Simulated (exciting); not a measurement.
Set up this calculation in exciting (release sodium), as the native input.

* Task: single point
* Functional: PBEsol
* Potentials or basis: all-electron LAPW+lo, shipped species files, valence relativity iora*
* rgkmax: 7.5
* k mesh: 7 × 7 × 7
* Occupations: fermi-dirac, width 0.05 eV
* Spin: no spin polarisation
* gmaxvr (cutoff of density and potential): 14 1/bohr
* lmaxapw (and lmaxmat): 10
* lmaxvr: 8
* nempty: 10
* Valence relativity: iora*
* epsengy: 1e-05 Ha
* epspot: 1e-05 Ha
* maxscl: 60
* Muffin-tin radii: Bi 2.3, S 1.9 bohr

Crystal: BiS.

```
Bi S
1.0
     4.00294    0.00000    0.00000
     0.00000    4.00294    0.00000
     0.00000    0.00000    4.00294
Bi S
1 1
Direct
  0.50000 0.50000 0.50000
  0.00000 0.00000 0.00000
```

The cell was built by a generator and needn't be a form met in nature.

The input as run:

input.xml

```xml
<input>
  <title>BiS</title>
  <structure speciespath="./" tshift="false">
    <crystal scale="1">
      <basevect>7.564468494721 0.000000000000 0.000000000000</basevect>
      <basevect>0.000000000000 7.564468494721 0.000000000000</basevect>
      <basevect>0.000000000000 0.000000000000 7.564468494721</basevect>
    </crystal>
    <species speciesfile="Bi.xml" rmt="2.3">
      <atom coord="0.500000000000 0.500000000000 0.500000000000"/>
    </species>
    <species speciesfile="S.xml" rmt="1.9">
      <atom coord="0.000000000000 0.000000000000 0.000000000000"/>
    </species>
  </structure>
  <groundstate do="fromscratch" ngridk="7 7 7" rgkmax="7.5" gmaxvr="14" lmaxapw="10" lmaxmat="10" lmaxvr="8" xctype="GGA_PBE_SOL" stype="Fermi Dirac" swidth="0.00183747" nempty="10" ValenceRelativity="iora*" epsengy="1e-05" epspot="1e-05" maxscl="60" tforce="true" outputlevel="normal"/>
</input>
```

Potentials or basis: all-electron LAPW+lo, shipped species files, valence relativity iora*.

Run with:

```console
$ OMP_NUM_THREADS=1 exciting_smp
```

Results of the run:

```
Band gap on the k mesh                            : none (metal or under the smearing width)
All electrons inside the program's atomic spheres : Bi 79.62; S 13.37 (radii Bi 2.3, S 1.9 bohr)
```

Caveat: the log's total energy holds no entropy term; the free energy is that total less TS from the occupations; spin-orbit coupling is left out, which moves the levels of the heavy elements.

Run time: 86 s on 1 thread of Arm Neoverse V2, with other jobs on the host, peak memory 0.15 GiB.
